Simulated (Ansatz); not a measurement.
# C2H4ClI: a ladder of functionals and wavefunction methods

The task here is to estimate one member of a computed series from the others.

Computed with Ansatz 0.2.0, Gaussian basis. Level: functionals in def2-TZVPP, the program's frozen cores in correlated methods.

Levels to be run: PBE-D4, r2SCAN-D4, PBE0-D4, B3LYP-D4, ωB97X-V, ωB97M-V, B2PLYP; CCSD(T)/def2-TZVPP; CCSD(T)/def2-QZVPP; extrapolation to the limit.

**Structure used throughout**

All runs share one geometry, relaxed beforehand with PBE0-D4 in a triple-zeta def2 set. I takes the def2 core potential; no spin-orbit term is included.

SMILES `ClCCI`, 8 atoms, charge 0, spin multiplicity 1.

Atoms are counted from 1 here; the program's logs count them from 0.

Bond lengths: Cl1–C2 1.776 Å, C2–C3 1.503 Å, C2–H5 1.092 Å, C2–H6 1.089 Å, C3–I4 2.138 Å, C3–H7 1.088 Å, C3–H8 1.089 Å. Angles: Cl1–C2–C3 112.8°, Cl1–C2–H5 106.5°, Cl1–C2–H6 107.4°, C3–C2–H5 109.1°, C3–C2–H6 111.9°, H5–C2–H6 109.0°, C2–C3–I4 113.4°, C2–C3–H7 111.9°, C2–C3–H8 110.0°, I4–C3–H7 106.1°, I4–C3–H8 105.4°, H7–C3–H8 109.7°.

Coordinates:

```xyz
8
charge 0, multiplicity 1
Cl   -1.6956    0.9694   -0.7938
C    -0.2139    0.7440    0.1593
C     0.4820   -0.5523   -0.1459
I    -0.6149   -2.2738    0.4913
H     0.4485    1.5746   -0.0947
H    -0.4890    0.8190    1.2104
H     0.6513   -0.6808   -1.2126
H     1.4316   -0.6002    0.3859
```

Set-up of the first run:

in.yaml

```yaml
crystal:
  periodic: [false, false, false]
  atoms:
    - {symbol: Cl, position_ang: [-1.695632, 0.969430, -0.793831]}
    - {symbol: C, position_ang: [-0.213904, 0.744005, 0.159302]}
    - {symbol: C, position_ang: [0.482037, -0.552329, -0.145859]}
    - {symbol: I, position_ang: [-0.614919, -2.273782, 0.491284]}
    - {symbol: H, position_ang: [0.448530, 1.574646, -0.094653]}
    - {symbol: H, position_ang: [-0.489019, 0.819048, 1.210422]}
    - {symbol: H, position_ang: [0.651275, -0.680843, -1.212586]}
    - {symbol: H, position_ang: [1.431642, -0.600174, 0.385912]}
basis:
  gaussian: {orbitals: def2-TZVPP}
hamiltonian: {xc: pbe, dispersion: d4}
output: {forces: true, orbitals: {seedname: orbitals}}
```

Started as:

```console
$ ansatz run in.yaml --threads 2 --pin off --events-out ev --progress --plain --max-ram 32768MiB --backend cpu
```

Among the steps run: PBE-D4 (GGA); r2SCAN-D4 (meta-GGA); PBE0-D4 (hybrid); B3LYP-D4 (hybrid); ωB97X-V (range-separated); ωB97M-V (range-separated); B2PLYP (double hybrid); CCSD(T) in def2-TZVPP; CCSD(T) in def2-QZVPP.

One of the session's tables, all rows but one given; the rest of the session is left out.

| method | atomisation energy (kJ/mol) |
| --- | --- |
| PBE-D4 | 2772.3 |
| r2SCAN-D4 | 2710.6 |
| PBE0-D4 | 2728.0 |
| B3LYP-D4 | 2690.2 |
| ωB97X-V | 2701.9 |
| ωB97M-V | 2702.4 |
| B2PLYP | 2664.6 |
| HF/def2-TZVPP | ? |
| MP2/def2-TZVPP | 2691.0 |
| CCSD/def2-TZVPP | 2589.4 |
| CCSD(T)/def2-TZVPP | 2637.0 |
| MP2/CBS | 2767.6 |
| CCSD(T)/CBS | 2713.7 |

**Question.** Estimate the row for HF/def2-TZVPP.

The run gave: atomisation energy (kJ/mol): 1956.2. In the column «atomisation energy (kJ/mol)» it is the lowest.
